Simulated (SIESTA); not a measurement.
# Ta3AsAu2O13 in SIESTA: convergence with real-space mesh cutoff

Crystal: Ta3AsAu2O13.

```
CELL_PARAMETERS angstrom
5.45204 0.00000 0.00000
-2.72602 4.72161 0.00000
0.00000 0.00000 9.57902
ATOMIC_POSITIONS crystal
Ta 0.00000 0.00000 0.19408
Ta 0.00000 0.00000 0.80592
Ta 0.66667 0.33333 0.00000
As 0.00000 0.00000 0.50000
Au 0.33333 0.66667 0.27428
Au 0.33333 0.66667 0.72572
O 0.00000 0.00000 0.00000
O 0.23947 0.97129 0.36402
O 0.02871 0.26818 0.36402
O 0.73182 0.76053 0.36402
O 0.23947 0.97129 0.63598
O 0.02871 0.26818 0.63598
O 0.73182 0.76053 0.63598
O 0.38452 0.33425 0.85844
O 0.66575 0.05026 0.85844
O 0.94974 0.61548 0.85844
O 0.38452 0.33425 0.14156
O 0.66575 0.05026 0.14156
O 0.94974 0.61548 0.14156
```

The cell was built by a generator and needn't be a form met in nature.

| Item | Value |
| --- | --- |
| Program | SIESTA 5.4.2 |
| Task | single point |
| Functional | PBE |
| Potentials or basis | PseudoDojo 0.4 standard (PBE files) |
| Basis | DZP (energy shift 0.003 Ry; two zetas on semicore shells) |
| Grid cutoff | 100 Ry |
| Energy shift | 0.003 Ry |
| k mesh | 6 × 6 × 3 |
| Occupations | fermi-dirac, width 0.05 eV |
| Spin | no spin polarisation |

These are the settings of the first run; the series varies real-space mesh cutoff, with any setting tied to it.

Hardware: 4 MPI ranks on Arm Neoverse N1, with other jobs on the host.

**Question.** The values tried are 100 Ry, 150 Ry, 200 Ry, 300 Ry, 400 Ry, 500 Ry, 700 Ry, 900 Ry, 1200 Ry, loosest first. From which on does the largest force stay within 0.005 eV/Å of the tightest run that finished?

**Answer.** From 300 Ry on.

```csv
real-space mesh cutoff,"energy less the tightest run, at zero smearing (meV/atom)",pressure (GPa),largest force (eV/Å),SCF cycles,CPU time (s)
100 Ry,-29.13,5.29,-,15,290
150 Ry,-5.76,4.59,0.493,15,310
200 Ry,0.30,4.41,0.606,15,340
300 Ry,0.50,4.37,0.598,15,350
400 Ry,0.34,4.36,0.601,15,400
500 Ry,0.20,4.38,0.605,15,450
700 Ry,0.06,4.37,0.602,15,560
900 Ry,0.02,4.37,0.601,15,690
1200 Ry,0.00,4.37,0.600,15,830
```

Against the tightest run, the energy stays within 1 meV/atom from 200 Ry on; the pressure stays within 0.1 GPa from 200 Ry on. Values are those asked for, which the program may round to a finer grid. The tightest run that finished is the yardstick and may itself not be fully converged.

Caveat, for the tightest run too: short orbitals over semicore shells can move pressures by several GPa; the basis of atomic orbitals isn't converged, which shifts pressures, moduli and gaps. The run has no spin-orbit coupling, so splittings on Au, Ta are missing.
